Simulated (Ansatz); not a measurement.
# AlN: an axial (c/a) deformation path

The task here is to estimate one member of a computed series from the others.

Program: Ansatz 0.2.0. Level of theory: DFT LDA, scalar-relativistic, plane waves, PAW. These are calculated values, not measurements.

## The system as given

It takes space group P6_3mc (No. 186, hexagonal). Conventional cell: a = 3.111 Å, b = 3.111 Å, c = 4.978 Å, α = 90.00°, β = 90.00°, γ = 120.00°. Al (site symmetry 3m) is surrounded by 4 N at 1.89 to 1.92 Å. Around N (site symmetry 3m) lie 4 Al at 1.89 to 1.92 Å.

As a file:

```cif
data_structure
_symmetry_space_group_name_H-M 'P 1'
_symmetry_Int_Tables_number 1
_cell_length_a 3.1110
_cell_length_b 3.1110
_cell_length_c 4.9780
_cell_angle_alpha 90.000
_cell_angle_beta 90.000
_cell_angle_gamma 120.000
_cell_volume 41.72
loop_
_atom_site_label
_atom_site_type_symbol
_atom_site_fract_x
_atom_site_fract_y
_atom_site_fract_z
_atom_site_occupancy
Al1 Al 0.33333 0.66667 0.00000 1
Al2 Al 0.66667 0.33333 0.50000 1
N1 N 0.33333 0.66667 0.38500 1
N2 N 0.66667 0.33333 0.88500 1
```

The cell is taken as given, not relaxed at this level.

Set-up of the first run:

At fixed volume and fractional coordinates, lengths along (0.000, 0.000, 1.000) are scaled against those across it; ρ is that ratio over its starting value.

input.yaml reads:

```yaml
crystal:
  lattice:
    - [3.2841829056, 0.0, 0.0]
    - [-1.6420914528, 2.8441858269, 0.0]
    - [0.0, 0.0, 4.4668445894]
  atoms:
    - { symbol: Al, position: [0.3333333333, 0.6666666667, 0.0] }
    - { symbol: Al, position: [0.6666666667, 0.3333333333, 0.5] }
    - { symbol: "N", position: [0.3333333333, 0.6666666667, 0.385] }
    - { symbol: "N", position: [0.6666666667, 0.3333333333, 0.885] }
basis:
  ecutwfc: 420
kpoints:
  mp_grid: { grid: [9, 9, 6] }
hamiltonian:
  xc: lda
scf:
  occupations: { method: gaussian, width: 0.05 }
output:
  forces: true
  stress: true
  eigenvalues: true
```

Among the steps run: Point ρ = 0.850; At ρ = 1.200; At ρ = 0.920; Point ρ = 1.100; ρ = 0.960; Point ρ = 1.050; Point ρ = 0.800; ρ = 1.300.

One of the session's tables, all rows but one given; the rest of the session is left out.

It belongs to the step «The scan collected». The scan, with free energies counted from the undisturbed cell:

| ρ | ΔE (meV/atom) | pressure (GPa) | gap on the mesh (eV) |
| --- | --- | --- | --- |
| 0.800 | 423.4 | 6.1 | 3.75 |
| 0.850 | 216.6 | 0.3 | 3.78 |
| 0.920 | 52.8 | -3.8 | 3.94 |
| 0.960 | 11.1 | -4.6 | 4.07 |
| 1.000 | 0.0 | -4.3 | 4.18 |
| 1.050 | 22.3 | -3.0 | 4.26 |
| 1.100 | 78.0 | -0.7 | 4.04 |
| 1.200 | ? | ? | ? |
| 1.300 | 535.6 | 14.8 | 1.85 |

Estimate the missing values for ρ = 1.200.

Worked estimate for «ΔE (meV/atom)». A straight line through the neighbours (1.100, 78.0) and (1.300, 535.6) gives 78.0 + (535.6 − 78.0) × (1.200 − 1.100) / (1.300 − 1.100) = 306.8; a parabola fitted to 3 rows on both sides gives 259.8.

As computed: ΔE (meV/atom): 268.2; pressure (GPa): 6.1; gap on the mesh (eV): 3.09. In «ΔE (meV/atom)» the line misses by +38.6 and the parabola by -8.4.
